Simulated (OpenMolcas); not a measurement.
# S⁺: CASSCF and CASPT2 terms and fine-structure levels

Wanted: the level scheme of S⁺ from active-space wave functions, then second-order correlation under several settings.

Method: state-averaged CASSCF and CASPT2, spin-orbit coupling by RASSI with atomic mean-field integrals. Code: OpenMolcas 26.06.

**1. The system**

```
Species                           : S⁺ (sulfur, Z = 16, 15 electrons)
Basis                             : ANO-RCC-VDZ [4s3p], 13 functions
Scalar Hamiltonian                : X2C, point nucleus
Inactive shells                   : 1s 2s 2p
Active space                      : 5 electrons in 8 orbitals (3s 3p 4s 4p)
Some configurations of this space : 3p⁵, 3s 3p⁴, 3s² 3p³
Orbitals                          : optimised for the ground-state spin in each parity, averaged over the low roots
```

Outer shells as boxes (Hund's rule):

3p5
```
3p [↑↓][↑↓][↑ ]
```

3s 3p4
```
3s [↑ ]
3p [↑↓][↑ ][↑ ]
```

3s2 3p3
```
3s [↑↓]
3p [↑ ][↑ ][↑ ]
```

Each step is its own input file, run in one work folder so that later steps find the files of earlier ones. Labels, J, g values, rates, χT and fits are worked out afterwards by a script from the matrices that RASSI stores.

**2. GATEWAY and SEWARD: basis and integrals**

Contents of a.inp:

```
&GATEWAY
Coord
1

S 0.0 0.0 0.0
Basis=ANO-RCC-VDZ
Group=XYZ
NoMove
AngMom=0.0 0.0 0.0
AMFI
RX2C
&SEWARD
```

Run with:

```
OMP_NUM_THREADS=1 MOLCAS_MEM=2252 MOLCAS_PROJECT=a pymolcas a.inp > a.log
```

**3. A small preliminary run for start orbitals**

Contents of a.inp:

```
&RASSCF
FileOrb=start.orb
Symmetry=2
Spin=4
nActEl=5 0 0
Inactive=2 3
Ras2=1 3
CIRoot=1 1 1
SDav=1
CIMx=300
Iter=120 100
PrWF=0.3
OrbListing=Nothing
MaxOrb=0
Atom
>>> COPY $Project.JobIph JOBPRE
```

**4. Reference wave functions, quartets of odd parity, 1 root**

Contents of a.inp:

```
&RASSCF
FileOrb=start.orb
Symmetry=2
Spin=4
nActEl=5 0 0
Inactive=2 3
Ras2=2 6
CIRoot=1 1 1
SDav=234
CIMx=300
Iter=120 100
PrWF=0.3
OrbListing=Nothing
MaxOrb=0
Atom
>>> COPY $Project.JobIph JOB001
```

**5. CASSCF: doublets of odd parity, 23 roots**

Contents of a.inp:

```
&RASSCF
FileOrb=start.orb
Symmetry=2
Spin=2
nActEl=5 0 0
Inactive=2 3
Ras2=2 6
CIRoot=23 23 1
SDav=516
CIMx=300
Iter=120 100
PrWF=0.3
OrbListing=Nothing
MaxOrb=0
Atom
CIOnly
>>> COPY $Project.JobIph JOB002
```

**6. Reference wave functions, quartets of even parity, 3 roots**

Contents of a.inp:

```
&RASSCF
FileOrb=start.orb
Symmetry=1
Spin=4
nActEl=5 0 0
Inactive=2 3
Ras2=2 6
CIRoot=3 3 1
SDav=270
CIMx=300
Iter=120 100
PrWF=0.3
OrbListing=Nothing
MaxOrb=0
Atom
>>> COPY $Project.JobIph JOB003
```

**7. CASSCF: doublets of even parity, 21 roots**

Contents of a.inp:

```
&RASSCF
FileOrb=start.orb
Symmetry=1
Spin=2
nActEl=5 0 0
Inactive=2 3
Ras2=2 6
CIRoot=21 21 1
SDav=492
CIMx=300
Iter=120 100
PrWF=0.3
OrbListing=Nothing
MaxOrb=0
Atom
CIOnly
>>> COPY $Project.JobIph JOB004
```

**8. State interaction with spin-orbit coupling**

Contents of a.inp:

```
&RASSI
NrOfJobIphs=4 1 8 3 5
1
1 2 3 4 5 6 7 8
1 2 3
1 2 3 4 5
IphNames
JOB001
JOB002
JOB003
JOB004
EJob
SpinOrbit
DIPRint=1.0
SOCoupling=1000.0
Subsets=2
MEES
Property=10
'ANGMOM' 1 'ANGMOM' 2 'ANGMOM' 3 'MLTPL  1' 1 'MLTPL  1' 2 'MLTPL  1' 3
'AMFI' 1 'AMFI' 2 'AMFI' 3 'MLTPL  2' 6
SOProperty=3
'ANGMOM' 1 'ANGMOM' 2 'ANGMOM' 3
```

**9. CASPT2: IPEA 0.5, imaginary shift 0.15 (closed shells correlated: none)**

Contents of a.inp:

```
>>> COPY JOB001 $Project.JobIph
&CASPT2
Multistate=1 1
Frozen=2 3
IPEA=0.5
Imaginary=0.15
MaxIter=60
WThr=0.0 0.3 0.05
PrWF=0.5
NoMix
>>> COPY JOB002 $Project.JobIph
&CASPT2
Multistate=8 1 2 3 4 5 6 7 8
NoMult
Frozen=2 3
IPEA=0.5
Imaginary=0.15
MaxIter=60
WThr=0.0 0.3 0.05
PrWF=0.5
NoMix
>>> COPY JOB003 $Project.JobIph
&CASPT2
Multistate=3 1 2 3
NoMult
Frozen=2 3
IPEA=0.5
Imaginary=0.15
MaxIter=60
WThr=0.0 0.3 0.05
PrWF=0.5
NoMix
>>> COPY JOB004 $Project.JobIph
&CASPT2
Multistate=5 1 2 3 4 5
NoMult
Frozen=2 3
IPEA=0.5
Imaginary=0.15
MaxIter=60
WThr=0.0 0.3 0.05
PrWF=0.5
NoMix
```

**10. CASPT2: IPEA 0.1, sigma2 regulariser 0.2 (closed shells correlated: 2s 2p), extended multistate**

Contents of a.inp:

```
>>> COPY JOB001 $Project.JobIph
&CASPT2
Multistate=1 1
Frozen=1 0
IPEA=0.1
Sig2=0.2
MaxIter=60
WThr=0.0 0.3 0.05
PrWF=0.5
NoMix
>>> COPY JOB002 $Project.JobIph
&CASPT2
XMultistate=8 1 2 3 4 5 6 7 8
Frozen=1 0
IPEA=0.1
Sig2=0.2
MaxIter=60
WThr=0.0 0.3 0.05
PrWF=0.5
NoMix
>>> COPY JOB003 $Project.JobIph
&CASPT2
XMultistate=3 1 2 3
Frozen=1 0
IPEA=0.1
Sig2=0.2
MaxIter=60
WThr=0.0 0.3 0.05
PrWF=0.5
NoMix
>>> COPY JOB004 $Project.JobIph
&CASPT2
XMultistate=5 1 2 3 4 5
Frozen=1 0
IPEA=0.1
Sig2=0.2
MaxIter=60
WThr=0.0 0.3 0.05
PrWF=0.5
NoMix
```

**11. CASPT2: IPEA 0.35 (closed shells correlated: 2s 2p)**

Contents of a.inp:

```
>>> COPY JOB001 $Project.JobIph
&CASPT2
Multistate=1 1
Frozen=1 0
IPEA=0.35
MaxIter=60
WThr=0.0 0.3 0.05
PrWF=0.5
NoMix
>>> COPY JOB002 $Project.JobIph
&CASPT2
Multistate=8 1 2 3 4 5 6 7 8
NoMult
Frozen=1 0
IPEA=0.35
MaxIter=60
WThr=0.0 0.3 0.05
PrWF=0.5
NoMix
>>> COPY JOB003 $Project.JobIph
&CASPT2
Multistate=3 1 2 3
NoMult
Frozen=1 0
IPEA=0.35
MaxIter=60
WThr=0.0 0.3 0.05
PrWF=0.5
NoMix
>>> COPY JOB004 $Project.JobIph
&CASPT2
Multistate=5 1 2 3 4 5
NoMult
Frozen=1 0
IPEA=0.35
MaxIter=60
WThr=0.0 0.3 0.05
PrWF=0.5
NoMix
```

(Steps that only read results are left out.)

**Question.** What will these runs give? Wanted: lowest level; first excited level; spin-orbit lowering of the lowest level; strongest of the lines computed, by gA, at SS-CASPT2 energies.

**Answer**, as computed:

| quantity | value |
| --- | --- |
| method | SS-CASPT2, IPEA 0.5, imaginary shift 0.15 (closed shells correlated: none) |
| lowest level | 3s² 3p³ ⁴S°_3/2, 100 % of that term, g = 2.002 |
| ground level listed by NIST | 4S°3/2 |
| first excited level | 3s² 3p³ ²D°_3/2 at 18880 cm⁻¹ |
| spin-orbit lowering of the lowest level | 6.6 cm⁻¹ |
| strongest of the lines computed, by gA, at SS-CASPT2 energies | 3s 3p⁴ ⁴P_5/2 → 3s² 3p³ ⁴S°_3/2, 116.9 nm, A = 1.39e+09 s⁻¹ |

Cost and accuracy by method:

```csv
method,time of its own steps,time with the reference,mean absolute difference from the measured levels (cm-1)
A. CASSCF,11 s,11 s,4100
"B. SS-CASPT2, IPEA 0.5, imaginary shift 0.15, +none",1.4 s,13 s,4100
"C. XMS-CASPT2, IPEA 0.1, sigma2 regulariser 0.2, +2s 2p",4.3 s,16 s,4100
"D. SS-CASPT2, IPEA 0.35, +2s 2p",3.5 s,15 s,4100
```

Times are of one thread on a shared host.

Second-order correlation (method B) scales the levels of the lowest configuration above 5000 cm⁻¹ by 1.00. Method A lies closest to the measured levels (4100 cm⁻¹ on average, level with B, level with C, level with D) and D farthest (4100). Only the configurations of the active space and the roots asked for are present. The doublets rest on orbitals optimised for another spin in at least one step, which raises them against the optimised states. Not all states of the active space went into the spin-orbit step. The levels of the extra active shells were not computed. No d shell is active. Levels of other configurations are missing from the list.
